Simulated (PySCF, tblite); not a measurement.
# C3H6FOSi radical: geometry, infrared bands and EPR parameters

What infrared bands and EPR parameters should C3H6FOSi radical (`F/C=C/[CH]O[SiH3]`) show?

Programs: tblite 0.8.0 and PySCF 2.14.0, with density-fitted response routines of our own. Each step states its level of theory. These are calculated values for one molecule in the gas phase, unless marked as measured. Atoms count from 0, in the outputs and in this text.

### Step 1. The molecule as given

12 atoms, charge 0, multiplicity 2; geometry from: force field or distance geometry start.

Bonds of the start (Å): F0–C1 1.34, C1–C2 1.34, C2–C3 1.49, C3–O4 1.38, O4–Si5 1.69, C1–H6 1.07, C2–H7 1.09, C3–H8 1.08, Si5–H9 1.50, Si5–H10 1.47, Si5–H11 1.46.

### Step 2. Optimising the geometry with GFN2-xTB

The job: settings as JSON, then the geometry in Å.

```
{"job": {"kind": "relax", "xc": "GFN2-xTB", "basis": "xTB"}, "charge": 0, "multiplicity": 2}
F     -2.977900     1.414800     0.481800
C     -1.948600     0.737500    -0.056700
C     -1.480800    -0.376100     0.534400
C     -0.336800    -1.039300    -0.147200
O      0.773500    -0.837000     0.646200
Si     2.072500    -0.049400    -0.086500
H     -1.486800     1.104700    -0.951300
H     -1.935400    -0.753200     1.447400
H     -0.233500    -0.799600    -1.195400
H      3.165700    -0.036500     0.934600
H      1.772000     1.360700    -0.373300
H      2.617200    -0.727300    -1.259900
```

The run is started by

```console
> OMP_NUM_THREADS=1 python probes_run.py task.json out
```

The driver reads the jobs from task.json and runs them one after another.

**Question.** This job is followed by: GFN2-xTB harmonic vibrations, gas phase; UKS B3LYP, pcH-1 on C F H O Si, non-relativistic, mean-field spin-orbit, GIAO. What will the session give for the following? strongest single infrared mode (GFN2-xTB); zero-point energy (GFN2-xTB); g(iso) (B3LYP); ⟨S²⟩; largest a(iso) (averaged by class); surface potential, 1st and 99th percentile.

**Answer**, as computed:

| quantity | value |
| --- | --- |
| strongest single infrared mode (GFN2-xTB) | 828 cm⁻¹, 479 km/mol |
| zero-point energy (GFN2-xTB) | 47.9 kcal/mol |
| g(iso) (B3LYP) | 2.00372 |
| ⟨S²⟩ | 0.775 (exact 0.75) |
| largest a(iso) (averaged by class) | 19F on F0, 93.1 MHz |
| surface potential, 1st and 99th percentile | -0.89 V and 1.71 V |

In words: Over 121 steps the energy fell by 1.266 eV; of the close pairs, C2–C3 changed most, 1.488 to 1.379 Å. No mode is imaginary among the 30: a minimum at this level. The strongest single mode, at 828 cm⁻¹, is carried by H10, H11, Si5, H9. GFN2-xTB is a fitted tight-binding method: band positions and strengths are rough. Its intensities can rank the bands wrongly. The largest spin populations lie on C3 (0.60 e), C1 (0.57 e). The isotropic g lies 1.4 ppt above the free-electron value.
